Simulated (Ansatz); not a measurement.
Task: a single point from a YAML input of BaZrO₃, space group Pm-3m, with Ansatz 0.2.0, Python API. Give the script and its output. Use: PBE, PAW, cutoff 470 eV, 4×4×4 k-points, fixed occupations.

Contents of `input.yaml`:
```yaml
crystal:
  lattice:
    - [4.19134, 0.0, 0.0]
    - [0.0, 4.19134, 0.0]
    - [0.0, 0.0, 4.19134]
  atoms:
    - { symbol: Ba, position: [0.0, 0.0, 0.0] }
    - { symbol: Zr, position: [0.5, 0.5, 0.5] }
    - { symbol: O, position: [0.0, 0.5, 0.5] }
    - { symbol: O, position: [0.5, 0.0, 0.5] }
    - { symbol: O, position: [0.5, 0.5, 0.0] }
kpoints:
  mp_grid: { grid: [4, 4, 4] }
hamiltonian:
  xc: pbe
  hubbard: { sites: [{ species: Zr, l: d, u_eff: 5.0 }], double_counting: fll }
scf:
  occupations: { method: fixed }
basis:
  ecutwfc: "470 eV"
output:
  forces: true
```

`yaml_run.py`
```python
'''Run a YAML input for BaZrO3 from Python.'''

import json

import ansatz as az
import yaml


def main() -> None:
    with open('input.yaml') as handle:
        tree = yaml.safe_load(handle)
    print('sections:', list(tree))
    planned = az.Session.from_dict(tree).plan(threads=1, pin='off')
    outcome = planned.execute()
    rep = outcome.report

    print(f'free energy      {rep["free_energy_ev"]:.5f} eV')
    print(f'per atom         {rep["free_energy_ev"] / len(outcome.lattice.sites):.5f} eV')
    print(f'SCF iterations   {rep["n_iterations"]}  (converged: {rep["converged"]})')

    # forces, one row an atom
    print('forces (eV/A)')
    for site, force in zip(outcome.lattice.sites, rep['forces_ev_ang']):
        print(f'  {site.symbol:2s} {force[0]:9.4f} {force[1]:9.4f} {force[2]:9.4f}')

    keep = ['free_energy_ev', 'energy_sigma0_ev', 'fermi_energy_ev', 'n_iterations', 'converged', 'magnetization_mub', 'n_kpoints']
    with open('bazro3.json', 'w') as handle:
        json.dump({key: rep[key] for key in keep}, handle, indent=1)


if __name__ == '__main__':
    main()
```

```console
$ python yaml_run.py
sections: ['crystal', 'kpoints', 'hamiltonian', 'scf', 'basis', 'output']
free energy      -11840.38173 eV
per atom         -2368.07635 eV
SCF iterations   8  (converged: True)
forces (eV/A)
  Ba   -0.0000    0.0000   -0.0000
  Zr    0.0000   -0.0000    0.0000
  O     0.0000   -0.0000   -0.0000
  O     0.0000   -0.0000   -0.0000
  O     0.0000    0.0000   -0.0000
```

It writes `bazro3.json`:
```json
{
 "free_energy_ev": -11840.381733860924,
 "energy_sigma0_ev": -11840.381733860924,
 "fermi_energy_ev": 10.08990180452111,
 "n_iterations": 8,
 "converged": true,
 "magnetization_mub": 0.0,
 "n_kpoints": 10
}
```

What to keep in mind:
- The settings weren't tested for convergence.
- Spin is left out of this run.
- The starting cell is as deposited in a crystallographic database; the results hold for this polymorph, which needn't be the stable one.
- Hardware and time: 2.8 s on 1 thread of Arm Neoverse V2 (shared host), peak memory 0.41 GiB.

(Lines on the test bed's own set-up are left out of the output.)
